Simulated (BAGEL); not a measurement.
# C3H3FO (SMILES C=CC(=O)F): HF/3-21G (density fitting with qzvpp-jkfit)

Aim: the electronic atomisation energy of C3H3FO at HF/3-21G (density fitting with qzvpp-jkfit), from 5 runs. 

Program for the calculation: BAGEL 1.2.2.

12 further runs of the same task are left out: 12 set aside as unsound or not needed.

## 1. Starting point

C3H3FO: 8 atoms, total charge 0, spin state singlet. SMILES: `C=CC(=O)F`. Geometry: relaxed at GFN2-xTB. This is one conformer, not always the lowest.

Bond lengths: C1–C2 1.328 Å, C2–C3 1.462 Å, C3–O4 1.183 Å, C3–F5 1.368 Å, C1–H6 1.077 Å, C1–H7 1.078 Å, C2–H8 1.080 Å. Angles: C1–C2–C3 123.4°, C2–C3–O4 128.9°, C2–C3–F5 112.2°, O4–C3–F5 118.9°, C1–C2–H8 122.6°, C3–C2–H8 114.0°, C2–C1–H6 121.6°, C2–C1–H7 121.6°, H6–C1–H7 116.9°.

## 2. A single-point energy at HF/3-21G (density fitting with qzvpp-jkfit)

Input file hf.json:

```json
{ "bagel": [

{
  "title": "molecule",
  "basis": "3-21g",
  "df_basis": "qzvpp-jkfit",
  "angstrom": true,
  "geometry": [
    { "atom": "C", "xyz": [      -0.777660,       0.835380,       0.434810 ] },
    { "atom": "C", "xyz": [      -0.286490,      -0.385060,       0.253240 ] },
    { "atom": "C", "xyz": [       0.904670,      -0.663360,      -0.547350 ] },
    { "atom": "O", "xyz": [       1.416800,      -1.704690,      -0.779260 ] },
    { "atom": "F", "xyz": [       1.453160,       0.474260,      -1.072030 ] },
    { "atom": "H", "xyz": [      -1.658160,       1.006080,       1.030340 ] },
    { "atom": "H", "xyz": [      -0.313040,       1.702010,      -0.007310 ] },
    { "atom": "H", "xyz": [      -0.739260,      -1.264630,       0.687570 ] }
  ]
},

{ "title": "hf", "charge": 0 },

{ "title": "print", "file": "orbitals.molden", "orbitals": true }

]}
```

The run is started by

```sh
$ BAGEL_NUM_THREADS=1 BAGEL hf.json > hf.out
```

Output:

```text
* using 1 threads per process

  ===============================================================
  ===============================================================

  *** Geometry ***

  { "atom" : "C", "xyz" : [     -1.469564,      1.578639,      0.821672 ] },
  { "atom" : "C", "xyz" : [     -0.541388,     -0.727658,      0.478554 ] },
  { "atom" : "C", "xyz" : [      1.709579,     -1.253569,     -1.034342 ] },
  { "atom" : "O", "xyz" : [      2.677364,     -3.221397,     -1.472588 ] },
  { "atom" : "F", "xyz" : [      2.746074,      0.896222,     -2.025843 ] },
  { "atom" : "H", "xyz" : [     -3.133468,      1.901216,      1.947060 ] },
  { "atom" : "H", "xyz" : [     -0.591560,      3.216333,     -0.013814 ] },
  { "atom" : "H", "xyz" : [     -1.396999,     -2.389804,      1.299319 ] },

  Number of auxiliary basis functions:      433

  Since a DF basis is specified, we compute 2- and 3-index integrals:
    o Being stored without compression. Storage requirement is 0.009 GB

  Number of basis functions:       51
  Number of electrons      :       38

    * METHOD: MOLECULE                             0.18

  *** RHF ***

  === Nuclear Repulsion ===
   161.1561537749

      * DIIS with orbital gradients will be used.

  === RHF iteration (3-21g) ===
      0       -287.85214585          0.03020510           0.03
      1       -287.96324802          0.02174240           0.03
      2       -288.03798058          0.00251652           0.03
      3       -288.03995468          0.00131947           0.03
      4       -288.04043588          0.00035265           0.03
      5       -288.04053519          0.00015987           0.03
      6       -288.04054941          0.00006673           0.03
      7       -288.04055221          0.00001665           0.03
      8       -288.04055229          0.00000734           0.03
      9       -288.04055230          0.00000345           0.03
     10       -288.04055231          0.00000149           0.03
     11       -288.04055231          0.00000045           0.03
     12       -288.04055231          0.00000021           0.03
     13       -288.04055231          0.00000010           0.03
     14       -288.04055231          0.00000003           0.03
     15       -288.04055231          0.00000002           0.03
     16       -288.04055231          0.00000001           0.03
    * SCF iteration converged.

    * Permanent dipole moment:
           (    1.186735,    -0.711709,    -0.741184) a.u.

    * METHOD: HF                                   0.65

    * METHOD: PRINT                                0.01

  ===============================================================
```

Run time: 1.1 s. Hardware: 1 thread of Intel Xeon Platinum 8259CL at 2.50GHz (Skylake/Cascade Lake), shared host.

## 3. The C atom

Input file calc.json:

```json
{ "bagel": [

{
  "title": "molecule",
  "basis": "3-21g",
  "df_basis": "qzvpp-jkfit",
  "angstrom": true,
  "geometry": [
    { "atom": "C", "xyz": [    0.000000,    0.000000,    0.000000 ] }
  ]
},
{
  "title": "uhf",
  "nopen": 2
},
{
  "title": "print",
  "file": "orbitals.molden",
  "orbitals": true
}

]}
```

Run the same way, it converges to -37.48108 Eh (log not shown).

## 4. The F atom, same level

Input file input.json:

```json
{ "bagel" : [

{
  "title" : "molecule",
  "basis" : "3-21g",
  "df_basis" : "qzvpp-jkfit",
  "angstrom" : true,
  "geometry" : [
    { "atom" : "F", "xyz" : [    0.000000,    0.000000,    0.000000 ] }
  ]
},
{
  "title" : "uhf",
  "nopen" : 1
},
{
  "title" : "print",
  "file" : "orbitals.molden",
  "orbitals" : true
}

]}
```

Run the same way, it converges to -98.84494 Eh (log not shown).

## 5. The H atom, same level

Input file hf.json:

```json
{ "bagel" : [

{
  "title" : "molecule",
  "basis" : "3-21g",
  "df_basis" : "qzvpp-jkfit",
  "angstrom" : "true",
  "geometry" : [
    { "atom" : "H", "xyz" : [       0.000000,       0.000000,       0.000000 ] }
  ]
},

{ "title" : "uhf", "nopen" : 1 },

{ "title" : "print", "file" : "orbitals.molden", "orbitals" : "true" }

]}
```

Run the same way, it converges to -0.49620 Eh (log not shown).

## 6. The O atom at the same level

Input file calc.json:

```json
{ "bagel" : [

{
  "title" : "molecule",
  "basis" : "3-21g",
  "df_basis" : "qzvpp-jkfit",
  "angstrom" : true,
  "geometry" : [
    { "atom" : "O", "xyz" : [    0.000000,    0.000000,    0.000000 ] }
  ]
},
{ "title" : "uhf", "nopen" : 2 },
{ "title" : "print", "file" : "orbitals.molden", "orbitals" : true }

]}
```

Run the same way, it converges to -74.39351 Eh (log not shown).

## 7. Results

Level: HF/3-21G (density fitting with qzvpp-jkfit).

| quantity | value |
| --- | --- |
| molecule: total energy | -288.04055 Eh |
| molecule: dipole moment | 3.99 D |
| molecule: HOMO energy | -11.42 eV |
| molecule: LUMO energy | 2.17 eV |
| molecule: HOMO–LUMO gap | 13.60 eV |
| C atom: total energy | -37.48108 Eh |
| C atom: dipole moment | 0.00 D |
| C atom: ⟨S²⟩ | 2.001 |
| F atom: total energy | -98.84494 Eh |
| F atom: dipole moment | 0.00 D |
| F atom: ⟨S²⟩ | 0.750 |
| H atom: total energy | -0.49620 Eh |
| H atom: dipole moment | 0.00 D |
| H atom: ⟨S²⟩ | 0.750 |
| O atom: total energy | -74.39351 Eh |
| O atom: dipole moment | 0.00 D |
| O atom: ⟨S²⟩ | 2.001 |
| electronic atomisation energy | 23.681 eV |

Taking the molecule apart into free atoms costs 23.68 eV (546 kcal/mol), before zero-point energy and without spin-orbit coupling. Hartree–Fock lacks the correlation of the bonding pairs, which as a rule makes this value much too low; in minimal bases other errors can mask that. The basis has no polarisation functions, which makes bonds too weak.
